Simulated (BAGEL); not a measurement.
# HF/def2-SVPD (density fitting with qzvpp-jkfit) run of CH4GeO (SMILES C[O][GeH])

What is the energy change on altering one bond length of CH4GeO at HF/def2-SVPD (density fitting with qzvpp-jkfit)? 

The calculation is run with BAGEL 1.2.2.

30 further runs of the same task are left out: 6 that didn't finish, 24 set aside as unsound or not needed.

### 1 The structure to begin with

CH4GeO: 7 atoms, total charge 0, spin state singlet. As SMILES, `C[O][GeH]`. The coordinates come from a PBE0-D4/def2-TZVP relaxation. This is one conformer, not always the lowest.

Bond lengths: C1–O2 1.407 Å, O2–Ge3 1.774 Å, C1–H4 1.094 Å, C1–H5 1.096 Å, C1–H6 1.094 Å, Ge3–H7 1.619 Å. Angles: C1–O2–Ge3 127.8°, O2–C1–H4 109.5°, O2–C1–H5 111.7°, O2–C1–H6 109.4°, O2–Ge3–H7 95.3°, H4–C1–H5 109.0°, H4–C1–H6 108.1°, H5–C1–H6 109.0°.

### 2 The energy at HF/def2-SVPD (density fitting with qzvpp-jkfit)

Input file input.json:

```json
{ "bagel": [

{
  "title": "molecule",
  "basis": "def2-svpd.json",
  "df_basis": "qzvpp-jkfit",
  "angstrom": true,
  "geometry": [
    { "atom": "C", "xyz": [   -0.420700,    0.662700,   -0.094800 ] },
    { "atom": "O", "xyz": [   -0.623500,   -0.712400,   -0.309800 ] },
    { "atom": "Ge", "xyz": [    0.521900,   -2.037000,   -0.026500 ] },
    { "atom": "H", "xyz": [   -0.553400,    1.202400,   -1.037400 ] },
    { "atom": "H", "xyz": [    0.582400,    0.869000,    0.296300 ] },
    { "atom": "H", "xyz": [   -1.163900,    1.033500,    0.617600 ] },
    { "atom": "H", "xyz": [    1.718500,   -1.086300,    0.509000 ] }
  ]
},
{
  "title": "hf",
  "charge": 0
},
{
  "title": "print",
  "file": "orbitals.molden",
  "orbitals": true
}

]}
```

The basis set def2-SVPD is read from a file made from the Basis Set Exchange's data (not shown).

Run with:

```console
BAGEL_NUM_THREADS=1 BAGEL input.json > input.out
```

Standard output:

```text
* using 1 threads per process

  ===============================================================
  ===============================================================

  *** Geometry ***

  { "atom" : "C", "xyz" : [     -0.795008,      1.252322,     -0.179146 ] },
  { "atom" : "O", "xyz" : [     -1.178244,     -1.346241,     -0.585437 ] },
  { "atom" : "Ge", "xyz" : [      0.986248,     -3.849372,     -0.050078 ] },
  { "atom" : "H", "xyz" : [     -1.045774,      2.272207,     -1.960402 ] },
  { "atom" : "H", "xyz" : [      1.100576,      1.642172,      0.559926 ] },
  { "atom" : "H", "xyz" : [     -2.199452,      1.953032,      1.167095 ] },
  { "atom" : "H", "xyz" : [      3.247494,     -2.052809,      0.961871 ] },

  Number of auxiliary basis functions:      490

  Since a DF basis is specified, we compute 2- and 3-index integrals:
    o Being stored without compression. Storage requirement is 0.050 GB

  Number of basis functions:      113
  Number of electrons      :       50

    * METHOD: MOLECULE                             0.30

  *** RHF ***

  === Nuclear Repulsion ===
   174.8041227285

      * DIIS with orbital gradients will be used.

  === RHF iteration (def2-svpd.json) ===
      0      -2189.83527906          0.01783352           0.11
      1      -2189.91659975          0.01729968           0.11
      2      -2190.05838095          0.00164084           0.11
      3      -2190.06082039          0.00051297           0.11
      4      -2190.06101273          0.00012544           0.10
      5      -2190.06103548          0.00003755           0.10
      6      -2190.06103796          0.00001605           0.10
      7      -2190.06103830          0.00000771           0.10
      8      -2190.06103837          0.00000355           0.10
      9      -2190.06103839          0.00000105           0.10
     10      -2190.06103839          0.00000043           0.10
     11      -2190.06103839          0.00000020           0.10
     12      -2190.06103839          0.00000007           0.10
     13      -2190.06103839          0.00000003           0.10
     14      -2190.06103839          0.00000002           0.10
     15      -2190.06103839          0.00000001           0.10
    * SCF iteration converged.

    * Permanent dipole moment:
           (   -0.347761,    -0.273735,    -0.155218) a.u.

    * METHOD: HF                                   1.97

    * METHOD: PRINT                                0.03

  ===============================================================
```

Run time: 2.5 s. Hardware: 1 thread of Arm Neoverse V1, shared host; peak memory 0.16 GiB.

### 3 The distorted shape

Input file input.json:

```json
{ "bagel" : [

{
  "title" : "molecule",
  "basis" : "def2-svpd.json",
  "df_basis" : "qzvpp-jkfit",
  "angstrom" : true,
  "geometry" : [
    { "atom" : "C", "xyz" : [    0.471127,    0.217747,   -0.949667 ] },
    { "atom" : "O", "xyz" : [    0.268327,   -1.157353,   -1.164667 ] },
    { "atom" : "Ge", "xyz" : [    1.413727,   -2.481953,   -0.881367 ] },
    { "atom" : "H", "xyz" : [    0.338427,    0.757447,   -1.892267 ] },
    { "atom" : "H", "xyz" : [    1.474227,    0.424047,   -0.558567 ] },
    { "atom" : "H", "xyz" : [   -1.163900,    1.033500,    0.617600 ] },
    { "atom" : "H", "xyz" : [    2.610327,   -1.531253,   -0.345867 ] }
  ]
},
{ "title" : "hf" },
{ "title" : "print", "file" : "orbitals.molden", "orbitals" : true }

]}
```

The basis set def2-SVPD is read from a file made from the Basis Set Exchange's data (not shown).

Run with:

```console
BAGEL_NUM_THREADS=1 BAGEL input.json > input.out
```

Standard output:

```text
* using 1 threads per process

  ===============================================================
  ===============================================================

  *** Geometry ***

  { "atom" : "C", "xyz" : [      0.890301,      0.411482,     -1.794611 ] },
  { "atom" : "O", "xyz" : [      0.507065,     -2.187080,     -2.200902 ] },
  { "atom" : "Ge", "xyz" : [      2.671557,     -4.690211,     -1.665542 ] },
  { "atom" : "H", "xyz" : [      0.639534,      1.431367,     -3.575866 ] },
  { "atom" : "H", "xyz" : [      2.785885,      0.801333,     -1.055539 ] },
  { "atom" : "H", "xyz" : [     -2.199452,      1.953032,      1.167095 ] },
  { "atom" : "H", "xyz" : [      4.932803,     -2.893649,     -0.653594 ] },

  Number of auxiliary basis functions:      490

  Since a DF basis is specified, we compute 2- and 3-index integrals:
    o Being stored without compression. Storage requirement is 0.050 GB

  Number of basis functions:      113
  Number of electrons      :       50

    * METHOD: MOLECULE                             0.31

  *** RHF ***

  === Nuclear Repulsion ===
   171.1412226903

      * DIIS with orbital gradients will be used.

  === RHF iteration (def2-svpd.json) ===
      0      -2189.60617547          0.01792416           0.11
      1      -2189.66224759          0.01975894           0.10
      2      -2189.85698253          0.00212217           0.10
      3      -2189.86161525          0.00065920           0.10
      4      -2189.86203812          0.00025662           0.11
      5      -2189.86212136          0.00006240           0.10
      6      -2189.86212887          0.00002182           0.10
      7      -2189.86212946          0.00001060           0.10
      8      -2189.86212956          0.00000474           0.10
      9      -2189.86212958          0.00000195           0.10
     10      -2189.86212959          0.00000092           0.10
     11      -2189.86212959          0.00000041           0.11
     12      -2189.86212959          0.00000014           0.11
     13      -2189.86212959          0.00000006           0.10
     14      -2189.86212959          0.00000003           0.10
     15      -2189.86212959          0.00000002           0.11
     16      -2189.86212959          0.00000001           0.10
    * SCF iteration converged.

    * Permanent dipole moment:
           (   -1.194517,     0.499193,     0.555803) a.u.

    * METHOD: HF                                   2.07

    * METHOD: PRINT                                0.03

  ===============================================================
```

Wall time 2.6 s (1 thread of Arm Neoverse V1, shared host); peak memory 0.16 GiB.

### 4 What came out

At HF/def2-SVPD (density fitting with qzvpp-jkfit):

| quantity | value |
| --- | --- |
| first shape: total energy | -2190.06104 Eh |
| first shape: dipole moment | 1.19 D |
| first shape: HOMO energy | -9.31 eV |
| first shape: LUMO energy | 0.81 eV |
| first shape: HOMO–LUMO gap | 10.13 eV |
| distorted shape: total energy | -2189.86213 Eh |
| distorted shape: dipole moment | 3.58 D |
| distorted shape: HOMO energy | -8.52 eV |
| distorted shape: LUMO energy | 0.04 eV |
| distorted shape: HOMO–LUMO gap | 8.56 eV |
| energy change with the C1–H6 bond stretched from 1.094 to 2.407 Å | 5.413 eV |

**Reading.** One bond (distorted shape) is far stretched, which a spin-restricted single reference describes badly; a broken-symmetry solution may lie lower. With the C1–H6 bond stretched from 1.094 to 2.407 Å the energy rises by 5.41 eV (125 kcal/mol). The first shape isn't relaxed at this level, so the change isn't measured from a minimum. A restricted reference can't describe the breaking bond well at this length.
